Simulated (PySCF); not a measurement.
# A diatomic session: HI

The task here is to estimate one member of a computed series from the others.

Computed with PySCF 2.14.0. Level: H x2c-TZVPPall, I x2c-TZVPPall, spin-free X2C with a Gaussian nucleus.

The first run:

The job is set up so:

```json
{
 "atoms": "H, I",
 "charge": "0",
 "basis": "H x2c-TZVPPall, I x2c-TZVPPall",
 "Hamiltonian": "spin-free X2C with a Gaussian nucleus",
 "basis functions": "74",
 "electrons treated": "54",
 "masses in u": "1.0078, 126.9045",
 "levels": "PBE0, PBE, r²SCAN, PW91, BHandHLYP, r²SCAN0, revPBE, CAM-B3LYP, HF, MP2, SCS-MP2, CCSD, CCSD(T)",
 "grid": "80 radial by 434 angular points",
 "occupations": "held fixed by the projection of orbital angular momentum",
 "dissociation limit": "H + I, each in its ground configuration",
 "starting distance in angstrom": "1.630",
 "values of 2S to try": "0, 2"
}
```

Started as:

```
$ OMP_NUM_THREADS=1 python dia.py task.json out
```

Steps of the session up to this table: Set-up; The PBE0 curve of the state that the search chose; Higher solutions at PBE0; PBE; r²SCAN (meta-GGA); PW91 (GGA); BHandHLYP (global hybrid GGA); r²SCAN0; revPBE; CAM-B3LYP; RHF; MP2 and coupled cluster.

One table of the session follows, with a row left open; its other results are not shown here.

Energy (eV) from each level's lowest point:

| R (Å) | RHF | RHF-MP2 | RHF-SCS-MP2 | RHF-CCSD | RHF-CCSD(T) |
| --- | --- | --- | --- | --- | --- |
| 1.386 | 0.692 | 0.621 | 0.644 | n/a | n/a |
| 1.451 | 0.301 | 0.257 | 0.274 | 0.287 | 0.293 |
| 1.515 | ? | ? | ? | ? | ? |
| 1.564 | 0.012 | 0.003 | 0.008 | 0.012 | 0.014 |
| 1.612 | 0.000 | 0.000 | 0.000 | 0.000 | 0.000 |
| 1.660 | 0.037 | 0.043 | 0.039 | 0.034 | 0.031 |
| 1.725 | 0.145 | 0.157 | 0.146 | 0.134 | 0.127 |
| 1.805 | 0.352 | 0.363 | 0.344 | 0.322 | 0.309 |
| 1.902 | 0.671 | 0.673 | 0.645 | 0.607 | 0.585 |
| 2.031 | 1.161 | 1.139 | 1.097 | n/a | n/a |

**Question.** Estimate the row for R (Å) = 1.515.

Worked estimate for «RHF». A straight line through the neighbours (1.451, 0.301) and (1.564, 0.012) gives 0.301 + (0.012 − 0.301) × (1.515 − 1.451) / (1.564 − 1.451) = 0.137; a parabola fitted to 4 rows on both sides gives 0.080.

As computed: RHF: 0.085; RHF-MP2: 0.063; RHF-SCS-MP2: 0.073; RHF-CCSD: 0.081; RHF-CCSD(T): 0.085. In «RHF» the line misses by +0.052 and the parabola by -0.005.
